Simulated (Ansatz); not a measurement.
# WC: the cost of one run

Method: DFT LDA, plane waves, PAW, scalar-relativistic, no spin polarisation, in Ansatz 0.2.0.

The COD cell was measured well above room temperature, so it is larger than a cold one.

### 1 The starting structure

The cell holds 16 atoms (C8W8): a = 5.978 Å, b = 5.177 Å, c = 5.849 Å, α = 90.00°, β = 90.00°, γ = 90.00°.

Structure file:

```xyz
16
Lattice="-2.9892 -5.1774 0.0000 4.4838 -2.5887 0.0000 0.0000 0.0000 5.8493" Properties=species:S:1:pos:R:3 pbc="T T T"
W     0.0000   -5.1774    0.0000
C     1.4946   -4.3145    1.4623
W     0.0000   -5.1774    2.9247
C     1.4946   -4.3145    4.3870
W    -1.4946   -2.5887    0.0000
C     0.0000   -1.7258    1.4623
W    -1.4946   -2.5887    2.9247
C     0.0000   -1.7258    4.3870
W     1.4946   -2.5887    0.0000
C     2.9892   -1.7258    1.4623
W     1.4946   -2.5887    2.9247
C     2.9892   -1.7258    4.3870
W     0.0000    0.0000    0.0000
C    -1.4946   -4.3145    1.4623
W     0.0000    0.0000    2.9247
C    -1.4946   -4.3145    4.3870
```

### 2 Run 1

200 steps of 0.75 fs under a Langevin thermostat at 4200 K.

File input.yaml:

```yaml
crystal:
  lattice:
    - [-2.989174, -5.1774, 0.0]
    - [4.48376, -2.5887, 0.0]
    - [0.0, 0.0, 5.849333]
  atoms:
    - { symbol: W, position: [0.75, 0.5, 0.0] }
    - { symbol: C, position: [0.5, 0.6666667, 0.25] }
    - { symbol: W, position: [0.75, 0.5, 0.5] }
    - { symbol: C, position: [0.5, 0.6666667, 0.75] }
    - { symbol: W, position: [0.5, 0.0, 0.0] }
    - { symbol: C, position: [0.25, 0.1666667, 0.25] }
    - { symbol: W, position: [0.5, 0.0, 0.5] }
    - { symbol: C, position: [0.25, 0.1666667, 0.75] }
    - { symbol: W, position: [0.25, 0.5, 0.0] }
    - { symbol: C, position: [0.0, 0.6666667, 0.25] }
    - { symbol: W, position: [0.25, 0.5, 0.5] }
    - { symbol: C, position: [0.0, 0.6666667, 0.75] }
    - { symbol: W, position: [0.0, 0.0, 0.0] }
    - { symbol: C, position: [0.75, 0.1666667, 0.25] }
    - { symbol: W, position: [0.0, 0.0, 0.5] }
    - { symbol: C, position: [0.75, 0.1666667, 0.75] }
basis:
  ecutwfc: 420.0
kpoints:
  mp_grid: { grid: [2, 2, 2] }
hamiltonian:
  xc: lda
  pseudopotentials: { kind: paw, azcp: { folder: soft_1 } }
scf:
  occupations: { method: fermi_dirac, width: 0.36 }
  lower_state_search: "off"
md:
  timestep: 0.75
  n_steps: 200
  ensemble: nvt_langevin
  temperature: 4200.0
  initial_velocities: maxwell_boltzmann
  seed: 90205
  friction: 0.02
```

Started as:

```sh
ansatz run input.yaml --threads 1 --pin off --max-ram 3072MiB --backend cpu --events-out ev --progress --plain --runs-dir out
```

Q: Estimate wall time and peak memory on 1 thread of Arm Neoverse V1, shared host.

About 18 min, with a peak of 0.52 GiB.
